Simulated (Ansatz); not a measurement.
# C2H6OSeSi: rigid torsion scan, by script

A script is to give a rigid torsion scan; the system is C2H6OSeSi. SMILES: C[Si]1([SeH])CO1.

Program: the Python package of Ansatz 0.2.0. Level of theory: r2SCAN0/def2-SVP. These are calculated values, not measurements.

**1. Starting point**

Bond lengths: C1–Si2 1.803 Å, Si2–Se3 2.257 Å, Si2–C4 1.897 Å, Si2–O5 1.770 Å, C4–O5 1.355 Å, C1–H6 1.164 Å, C1–H7 1.088 Å, C1–H8 1.136 Å, Se3–H9 1.541 Å, C4–H10 1.052 Å, C4–H11 1.123 Å. Angles (14 of 20 angles, heavy atoms first): C1–Si2–Se3 116.8°, C1–Si2–C4 122.8°, C1–Si2–O5 108.0°, Se3–Si2–C4 119.2°, Se3–Si2–O5 107.9°, C4–Si2–O5 43.2°, Si2–C4–O5 63.4°, Si2–O5–C4 73.4°, Si2–C1–H6 111.4°, Si2–C1–H7 112.6°, Si2–C1–H8 110.3°, Si2–Se3–H9 92.2°, Si2–C4–H10 115.1°, Si2–C4–H11 110.1°.

The script holds or builds the structure itself.

**2. Script**

File torsion.py:

```python
"""Energy of C2H6OSeSi as one group turns about a bond."""

import ansatz as az
from ase import Atoms

atoms = Atoms(["C", "Si", "Se", "C", "O", "H", "H", "H", "H", "H", "H"], positions=[
    (-1.7133, 0.2722, 0.1223),
    (0.0081, -0.2494, 0.2487),
    (0.7523, -0.8107, 2.3044),
    (1.2615, -0.0007, -1.1532),
    (1.0242, 1.0682, -0.3554),
    (-1.8748, 1.3216, 0.5994),
    (-2.3963, -0.4185, 0.613),
    (-2.002, 0.4174, -0.9667),
    (2.0863, -1.3398, 1.7433),
    (2.1939, -0.4658, -1.0064),
    (0.7253, 0.1486, -2.1288),
])

# start the scan from a relaxed geometry
first = (
    az.Crystal.molecule_from_ase(atoms).calculation()
    .basis(gaussian="def2-SVP")
    .functional("r2scan0")
    .relax(force_tolerance=0.02, max_steps=80)
)
atoms.positions = first.run(threads=1).report["positions_ang"]

start = atoms.get_dihedral(2, 1, 0, 5)
energies = {}
for turn in range(0, 121, 20):
    turned = atoms.copy()
    turned.set_dihedral(2, 1, 0, 5, start + turn, indices=[0, 5, 6, 7])
    base = (
        az.Crystal.molecule_from_ase(turned).calculation()
        .basis(gaussian="def2-SVP")
        .functional("r2scan0")
    )
    energies[round((start + turn) % 360)] = base.run(threads=1).report["free_energy_ev"]
floor = min(energies.values())
print("dihedral Se2-Si1-C0-H5 (deg)   E - E(min) (kJ/mol)")
for angle, e in sorted(energies.items()):
    print(f"{angle:8d} {96.485332 * (e - floor):14.3f}  " + "#" * int(30 * (e - floor) / max(max(energies.values()) - floor, 1e-9)))
```

**3. The calls as engine input**

The engine receives this input (first run):

```yaml
crystal:
  periodic: [false, false, false]
  atoms:
    - { symbol: C, position_ang: [-1.7133, 0.2722, 0.1223] }
    - { symbol: Si, position_ang: [0.0081, -0.2494, 0.2487] }
    - { symbol: Se, position_ang: [0.7523, -0.8107, 2.3044] }
    - { symbol: C, position_ang: [1.2615, -0.0007, -1.1532] }
    - { symbol: O, position_ang: [1.0242, 1.0682, -0.3554] }
    - { symbol: H, position_ang: [-1.8748, 1.3216, 0.5994] }
    - { symbol: H, position_ang: [-2.3963, -0.4185, 0.613] }
    - { symbol: H, position_ang: [-2.002, 0.4174, -0.9667] }
    - { symbol: H, position_ang: [2.0863, -1.3398, 1.7433] }
    - { symbol: H, position_ang: [2.1939, -0.4658, -1.0064] }
    - { symbol: H, position_ang: [0.7253, 0.1486, -2.1288] }
basis:
  gaussian:
    orbitals: def2-SVP
hamiltonian:
  xc: r2scan0
relax:
  f_tol: 0.02
  max_steps: 80
```

**4. Launch**

Run with:

```console
$ python torsion.py
```

Log:

```text
dihedral Se2-Si1-C0-H5 (deg)   E - E(min) (kJ/mol)
      61          0.000
      81          1.020  #######
     101          2.990  ######################
     121          3.978  ##############################
     141          3.004  ######################
     161          1.111  ########
     181          0.218  #
```

Run time: 3.1 min. Hardware: 1 thread of Arm Neoverse V2, shared host; peak memory 0.41 GiB.

**5. Path of the relaxation of run 0**

Step by step:

| step | energy from step 1 (eV) | largest force component (eV/Å) |
| --- | --- | --- |
| 1 | 0.0000 | 3.2683 |
| 2 | -0.5421 | 1.4485 |
| 3 | -0.7100 | 0.8464 |
| 4 | -0.7795 | 0.6038 |
| 5 | -0.7917 | 0.1852 |
| 6 | -0.8013 | 0.2614 |
| 7 | -0.8081 | 0.0708 |
| 8 | -0.8088 | 0.0700 |
| 9 | -0.8096 | 0.0220 |
| 10 | -0.8097 | 0.0078 |

Step 1 is the start.

Before: Bond lengths: C1–Si2 1.803 Å, Si2–Se3 2.257 Å, Si2–C4 1.897 Å, Si2–O5 1.770 Å, C4–O5 1.355 Å, C1–H6 1.164 Å, C1–H7 1.088 Å, C1–H8 1.136 Å, Se3–H9 1.541 Å, C4–H10 1.052 Å, C4–H11 1.123 Å. Angles (14 of 20 angles, heavy atoms first): C1–Si2–Se3 116.8°, C1–Si2–C4 122.8°, C1–Si2–O5 108.0°, Se3–Si2–C4 119.2°, Se3–Si2–O5 107.9°, C4–Si2–O5 43.2°, Si2–C4–O5 63.4°, Si2–O5–C4 73.4°, Si2–C1–H6 111.4°, Si2–C1–H7 112.6°, Si2–C1–H8 110.3°, Si2–Se3–H9 92.2°, Si2–C4–H10 115.1°, Si2–C4–H11 110.1°.

After: Bond lengths: C1–Si2 1.849 Å, Si2–Se3 2.257 Å, Si2–C4 1.811 Å, Si2–O5 1.670 Å, C4–O5 1.473 Å, C1–H6 1.097 Å, C1–H7 1.096 Å, C1–H8 1.096 Å, Se3–H9 1.463 Å, C4–H10 1.095 Å, C4–H11 1.095 Å. Angles (14 of 20 angles, heavy atoms first): C1–Si2–Se3 109.8°, C1–Si2–C4 124.8°, C1–Si2–O5 118.6°, Se3–Si2–C4 122.7°, Se3–Si2–O5 117.7°, C4–Si2–O5 49.9°, Si2–C4–O5 60.1°, Si2–O5–C4 70.0°, Si2–C1–H6 110.6°, Si2–C1–H7 111.2°, Si2–C1–H8 109.5°, Si2–Se3–H9 92.2°, Si2–C4–H10 122.1°, Si2–C4–H11 123.1°.

Run 0 is this relaxation; the runs after it count from 1.

**6. What each run gave**

One row for each of the 7 runs:

```csv
run,turn (°),energy from run 1 (eV),SCF cycles,CPU time (s)
1,0,0.0000,18,10
2,20,0.0106,18,9.9
3,40,0.0310,19,9.7
4,60,0.0412,19,9.6
5,80,0.0311,18,9.5
6,100,0.0115,18,9.6
7,120,0.0023,18,10
```

**7. Results**

```
              quantity     value
         runs compared         7
       range of energy  0.041 eV
lowest point, turn (°)         0
```

In words: The lowest point lies at a turn of 0°, the highest 0.041 eV (4.0 kJ/mol) above it at 60°. The grid can miss the true lowest and highest points, and the rest of the molecule is held rigid. Run 0: The relaxation took 9 moves; the largest shift is 0.472 Å, of atom 6 (H). The scan is rigid and the energies are electronic, in a modest basis. With rigid groups the curve can differ much from the relaxed path, the start wasn't checked as a minimum of this torsion, and equivalent turns needn't return to the same energy.
